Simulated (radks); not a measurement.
# Mo²⁺ in [Kr] 4d4: an all-electron calculation

An exercise on one series of results from a longer session: the logs are not shown, and one member is left open.

Program: radks (a radial shooting solver on a logarithmic mesh, Libxc functionals) version 1. Level of theory: scalar-relativistic Kohn-Sham, exchange-only B88, spin-polarised, spherical densities, finite nucleus; open shells are filled with parallel spins first. These are calculated values, not measurements, unless marked.

### The system

- element: molybdenum (Z = 42)
- charge: +2
- electrons: 40
- configuration: [Kr] 4d4
- nuclear rms radius: 4.4091 fm

The outer shells:

Mo²⁺
```
[Kr] core
4d [↑ ][↑ ][↑ ][↑ ][  ]
```

Set-up of the first run:

Input:

```text
Z 42
configuration [Kr] 4d4
relativity scalar-relativistic
functional b88,
spin polarised
nucleus finite rms 4.4091 fm
c 137.035999084
```

Launch:

```
> python run_ks.py task.json out
```

The same process makes all the runs of this session.

One table of the session follows, with a row left open; its other results are not shown here.

It belongs to the step «Radial structure». Sizes of the orbitals, from the radial functions (bohr):

| level | <r> | outermost maximum (interpolated) | 90 % within | nodes |
| --- | --- | --- | --- | --- |
| 1s down | 0.03517 | 0.0229 | 0.0630 | 0 |
| 1s up | 0.03517 | 0.0229 | 0.0630 | 0 |
| 2s up | 0.1537 | 0.130 | 0.237 | 1 |
| 2s down | 0.1537 | 0.130 | 0.237 | 1 |
| 2p up | 0.1339 | 0.104 | 0.218 | 0 |
| 2p down | 0.1339 | 0.104 | 0.218 | 0 |
| 3s up | 0.4290 | 0.384 | 0.634 | 2 |
| 3s down | 0.4290 | 0.384 | 0.634 | 2 |
| 3p up | 0.4307 | 0.377 | 0.651 | 1 |
| 3p down | 0.4307 | 0.377 | 0.651 | 1 |
| 3d up | 0.4154 | 0.322 | 0.664 | 0 |
| 3d down | 0.4152 | 0.322 | 0.664 | 0 |
| 4s up | 1.107 | 0.990 | 1.61 | 3 |
| 4s down | 1.098 | 0.984 | 1.60 | 3 |
| 4p up | 1.232 | 1.07 | 1.83 | 2 |
| 4p down | 1.221 | 1.06 | 1.81 | 2 |
| 4d up | ? | ? | ? | ? |
| 4d down | 1.756 | 1.34 | 2.80 | 1 |

Q: Estimate the row for 4d up from the others.

**Answer.** <r>: 1.734; outermost maximum (interpolated): 1.36; 90 % within: 2.73; nodes: 1. In the column «<r>» it lies between 4p up (1.232) and 4d down (1.756).

Limits of these values: Open shells are spherical and high-spin; term and fine-structure splittings are not resolved.
